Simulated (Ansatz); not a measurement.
# LaIn: relaxed, then solved by several methods

What cell, bands and charges does LaIn have, and do the methods agree? The runs shown use PAW and LAPW. Its runs: cell and atoms relaxed (PAW and LAPW); the reference run (LAPW and PAW).

Program: Ansatz 0.2.0. Level of theory: DFT PBEsol, with the methods named in each step. These are calculated values, not measurements.

## Step 1: The structure to begin with

The structure is cubic, space group Pm-3m (No. 221). The conventional cell has a = 3.954 Å, b = 3.954 Å, c = 3.954 Å, α = 90.00°, β = 90.00°, γ = 90.00°. La (site symmetry m-3m) is surrounded by 8 In at 3.42 Å. In (site symmetry m-3m) has 8 La at 3.42 Å in its first shell of neighbours.

Structure file:

```
La In
1.0
     3.95408    0.00000    0.00000
     0.00000    3.95408    0.00000
     0.00000    0.00000    3.95408
La In
1 1
Direct
  0.50000 0.50000 0.50000
  0.00000 0.00000 0.00000
```

Atoms are numbered in the order of the input: La1, In2.

## Step 2: Cell and atoms relaxed, PAW

The input, input.yaml:

```yaml
crystal:
  lattice:
    - [3.95407724, 0.0, 0.0]
    - [0.0, 3.95407724, 0.0]
    - [0.0, 0.0, 3.95407724]
  atoms:
    - { symbol: La, position: [0.5, 0.5, 0.5] }
    - { symbol: In, position: [0.0, 0.0, 0.0] }
kpoints:
  mp_grid: { grid: [11, 11, 11] }
scf:
  occupations: { method: fermi_dirac, width: 0.05 }
hamiltonian:
  xc: pbesol
  pseudopotentials: { kind: paw }
output:
  forces: true
  stress: true
relax:
  f_tol: 0.005
  max_steps: 50
  cell: {}
```

On the command line:

```bash
> ansatz run input.yaml --threads 1 --pin off --max-ram 2048MiB --backend cpu --events-out ev --progress --plain --runs-dir out
```

After this run come: The relaxed cell, LAPW; The relaxed cell, PAW; Cell and atoms relaxed, LAPW.

Before running it: what results should come out? Wanted: volume, relaxed; gap (for each run or level that gives them).

As calculated:

| quantity | value |
| --- | --- |
| volume, relaxed (PAW) | 29.557 Å³/atom, Pm-3m |
| volume, relaxed (LAPW) | 29.557 Å³/atom, Pm-3m |
| gap (LAPW) | none |

**Reading.** Relaxing changes the volume by -4.4 %, to 29.56 Å³/atom; LAPW takes no step, as its stress at PAW's cell is inside the tolerance. There is no gap at this level; the crystal is a metal here. In pressure, PAW differs from LAPW by -0.02 GPa. Spin-orbit coupling is left out, though the cell holds La; in elements this heavy it can shift bands and gaps by tenths of an eV.
